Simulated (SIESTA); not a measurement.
TaTi3:

```
Ta Ti
1.0
     4.13305    0.00000    0.00000
     0.00000    4.13305    0.00000
     0.00000    0.00000    4.13305
Ta Ti
1 3
Direct
  0.00000 0.00000 0.00000
  0.50000 0.50000 0.00000
  0.50000 0.00000 0.50000
  0.00000 0.50000 0.50000
```

The cell comes from a database or a generator and needn't be the stable form of this composition.

- Program: SIESTA 5.4.2
- Task: single point
- Functional: PBEsol
- Potentials or basis: PseudoDojo 0.4 standard (PBEsol files)
- Basis: DZP (energy shift 0.003 Ry; two zetas on semicore shells)
- Grid cutoff: 800 Ry
- Energy shift: 0.003 Ry
- k mesh: 7 × 7 × 7
- Occupations: fermi-dirac, width 0.05 eV
- Spin: no spin polarisation

On this cell: pressure -4.3 GPa; largest force zero by symmetry; band gap on the k mesh none (metal or under the smearing width).

The same run follows on a disturbed copy (atoms moved at random, drawn with an rms of 0.05 Å):

```
Ta Ti
1.0
     4.13305    0.00000    0.00000
     0.00000    4.13305    0.00000
     0.00000    0.00000    4.13305
Ta Ti
1 3
Cartesian
  0.0333 -0.0242 -0.0255
  2.0654 2.0497 -0.0388
  2.0770 -0.0412 2.0524
  0.0113 2.0697 2.0777
```

Problem. What changes?

Solution. The energy (extrapolated to zero smearing) moves by +3.8 meV/atom; pressure -4.2 GPa; largest force 0.351 eV/Å; band gap on the k mesh none (metal or under the smearing width).

Forces on the atoms (eV/Å):
```
Ta  -0.209  0.128  0.176
Ti   0.158 -0.100  0.209
Ti   0.089  0.192 -0.116
Ti  -0.038 -0.221 -0.270
```

Caveats: short orbitals over semicore shells can move pressures by several GPa; the basis of atomic orbitals isn't converged, which shifts pressures, moduli and gaps.
